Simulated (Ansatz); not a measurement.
# AlN, space group F-43m: an all-electron equation of state

Computed with Ansatz 0.2.0 through its Python package.

At the Python prompt:
```pycon
>>> import ansatz as az
>>> from ase.eos import EquationOfState
>>> from ase.units import GPa
>>> import numpy as np
>>> VECTORS = np.array([
...     [0.0, 2.183994, 2.183994],
...     [2.183994, 0.0, 2.183994],
...     [2.183994, 2.183994, 0.0],
... ])
>>> SITES = [
...     ('Al', (0.0, 0.0, 0.0)),
...     ('N', (0.75, 0.75, 0.75)),
... ]
>>> def make_crystal(cell):
...     crystal = az.Crystal(lattice=az.Lattice.of(cell))
...     for symbol, position in SITES:
...         crystal = crystal.atom(symbol, position)
...     return crystal
...
>>> volumes, energies = [], []
>>> for scale in np.linspace(0.94, 1.06, 7):
...     cell = VECTORS * scale ** (1 / 3)
...     base = (
...         make_crystal(cell).calculation()
...         .functional('lda')
...         .occupations('Fixed')
...         .scf(max_iterations=50)
...         .kpoints(8, 8, 8)
...         .pseudopotentials('all_electron', lapw=True, basis_error=0.001)
...     )
...     summary = base.run().report
...     volumes.append(abs(np.linalg.det(cell)) / len(SITES))
...     energies.append(summary['free_energy_ev'] / len(SITES))
...     print(f'{scale:.3f} {volumes[-1]:9.4f} A^3/atom {energies[-1]:16.5f} eV/atom  (estimated basis error {1000 * summary["lapw_basis_errors"]["total_ev_per_atom"]:.2f} meV/atom)')
...
0.940    9.7922 A^3/atom      -4033.02628 eV/atom  (estimated basis error 0.46 meV/atom)
0.960   10.0006 A^3/atom      -4033.03613 eV/atom  (estimated basis error 0.46 meV/atom)
0.980   10.2089 A^3/atom      -4033.03975 eV/atom  (estimated basis error 0.46 meV/atom)
1.000   10.4173 A^3/atom      -4033.03771 eV/atom  (estimated basis error 0.46 meV/atom)
1.020   10.6256 A^3/atom      -4033.03059 eV/atom  (estimated basis error 0.47 meV/atom)
1.040   10.8340 A^3/atom      -4033.01883 eV/atom  (estimated basis error 0.47 meV/atom)
1.060   11.0423 A^3/atom      -4033.00288 eV/atom  (estimated basis error 0.46 meV/atom)
>>> v0, e0, bulk = EquationOfState(volumes, energies, eos='birchmurnaghan').fit()
>>> print(f'V0 = {v0:.4f} A^3/atom, B0 = {bulk / GPa:.1f} GPa')
V0 = 10.2350 A^3/atom, B0 = 210.2 GPa
```

A third-order Birch-Murnaghan fit through the 7 points has its minimum at 10.24 Å³ an atom, 1.7 % below the typed cell, with a bulk modulus of 210 GPa and dB/dP = 3.9. From that minimum the energy rises by 13.5 meV an atom on the compressed side and 36.9 meV on the expanded side.

All-electron totals depend on functional, relativistic treatment and basis; only differences at equal settings carry meaning. The structure comes from a database of computed cells and needn't be a stable or known phase. By the engine's processor time: 26 s on 1 thread of Intel(R) Xeon(R) Processor @ 2.30GHz, on a shared host, peak memory 0.38 GiB.
